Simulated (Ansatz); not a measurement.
# CH₆FPSi: one species, many methods

One table from this session's results is given with a row withheld; the runs are named, their logs left out.

The runs use Ansatz 0.2.0, Gaussian basis; functionals in def2-TZVPP, the program's frozen cores in correlated methods.

The runs, in order: LDA (SPW92), PBE-D4, revPBE-D4, BLYP-D4, r2SCAN-D4, B97M-V, PBE0-D4, B3LYP-D4, r2SCANh-D4, r2SCAN0-D4, HSE06-D4, BHLYP-D4, CAM-B3LYP-D4, LC-ωPBE, ωB97X-V, ωB97M-V, B2PLYP, PBE-QIDH; CCSD(T)/def2-SVP; CCSD(T)/def2-TZVPP; MP2/def2-QZVPP; extrapolation to the limit; RPA on PBE.

### The relaxed structure

An earlier PBE0-D4 in a triple-zeta def2 set relaxation fixed the geometry.

SMILES `C[SiH](F)P`, 10 atoms, charge 0, spin multiplicity 1.

Atoms are counted from 1 here; the program's logs count them from 0.

Bond lengths: C1–Si2 1.856 Å, C1–H5 1.093 Å, C1–H6 1.093 Å, C1–H7 1.092 Å, Si2–F3 1.607 Å, Si2–P4 2.250 Å, Si2–H8 1.487 Å, P4–H9 1.423 Å, P4–H10 1.422 Å. Angles: Si2–C1–H5 110.3°, Si2–C1–H6 110.6°, Si2–C1–H7 111.0°, H5–C1–H6 108.3°, H5–C1–H7 108.2°, H6–C1–H7 108.5°, C1–Si2–F3 108.0°, C1–Si2–P4 115.4°, C1–Si2–H8 111.1°, F3–Si2–P4 107.1°, F3–Si2–H8 107.4°, P4–Si2–H8 107.5°, Si2–P4–H9 91.1°, Si2–P4–H10 93.9°, H9–P4–H10 93.3°.

Set-up of the first run:

in.yaml reads:

```yaml
crystal:
  periodic: [false, false, false]
  atoms:
    - {symbol: C, position_ang: [0.050416, 1.335217, 0.093188]}
    - {symbol: Si, position_ang: [-0.313299, -0.390799, 0.671220]}
    - {symbol: F, position_ang: [0.460167, -0.621425, 2.060367]}
    - {symbol: P, position_ang: [0.328134, -2.033406, -0.725855]}
    - {symbol: H, position_ang: [-0.481058, 1.542046, -0.839151]}
    - {symbol: H, position_ang: [-0.270175, 2.065896, 0.840370]}
    - {symbol: H, position_ang: [1.119366, 1.470070, -0.086244]}
    - {symbol: H, position_ang: [-1.765125, -0.571251, 0.936387]}
    - {symbol: H, position_ang: [-0.513006, -1.524587, -1.754727]}
    - {symbol: H, position_ang: [1.467680, -1.322961, -1.192755]}
basis:
  gaussian: {orbitals: def2-TZVPP}
hamiltonian: {xc: lda}
output: {orbitals: {seedname: orbitals}}
```

Launch:

```bash
$ ansatz run in.yaml --threads 2 --pin off --events-out ev --progress --plain --max-ram 4352MiB
```

Steps of the session up to this table: LDA; PBE-D4 (GGA); revPBE-D4 (GGA); BLYP-D4 (GGA); r2SCAN-D4 (meta-GGA); B97M-V (meta-GGA); PBE0-D4 (hybrid); B3LYP-D4 (hybrid); r2SCANh-D4 (hybrid); r2SCAN0-D4 (hybrid); HSE06-D4 (hybrid); BHLYP-D4 (hybrid); CAM-B3LYP-D4 (range-separated); LC-ωPBE (range-separated); ωB97X-V (range-separated); ωB97M-V (range-separated); B2PLYP (double hybrid); PBE-QIDH (double hybrid).

One table of the session follows, with a row left open; its other results are not shown here.

It belongs to the step «Orbital energies across the functionals». 

| functional | HOMO (eV) | gap (eV) |
| --- | --- | --- |
| LDA (SPW92) | -6.58 | 5.66 |
| PBE-D4 | -6.48 | 5.74 |
| revPBE-D4 | -6.43 | 5.77 |
| BLYP-D4 | -6.33 | 5.71 |
| r2SCAN-D4 | -6.73 | 6.28 |
| B97M-V | -6.84 | 6.27 |
| PBE0-D4 | ? | ? |
| B3LYP-D4 | -7.39 | 7.33 |
| r2SCANh-D4 | -7.14 | 7.02 |
| r2SCAN0-D4 | -7.77 | 8.11 |
| HSE06-D4 | -7.21 | 6.99 |
| BHLYP-D4 | -8.61 | 9.70 |
| CAM-B3LYP-D4 | -8.89 | 10.11 |
| LC-ωPBE | -10.23 | 12.62 |
| ωB97X-V | -9.88 | 12.14 |
| ωB97M-V | -9.70 | 11.70 |

Estimate the missing values for PBE0-D4.

The run gave: HOMO (eV): -7.61; gap (eV): 7.77. In the column «HOMO (eV)» it lies between r2SCAN0-D4 (-7.77) and B3LYP-D4 (-7.39).
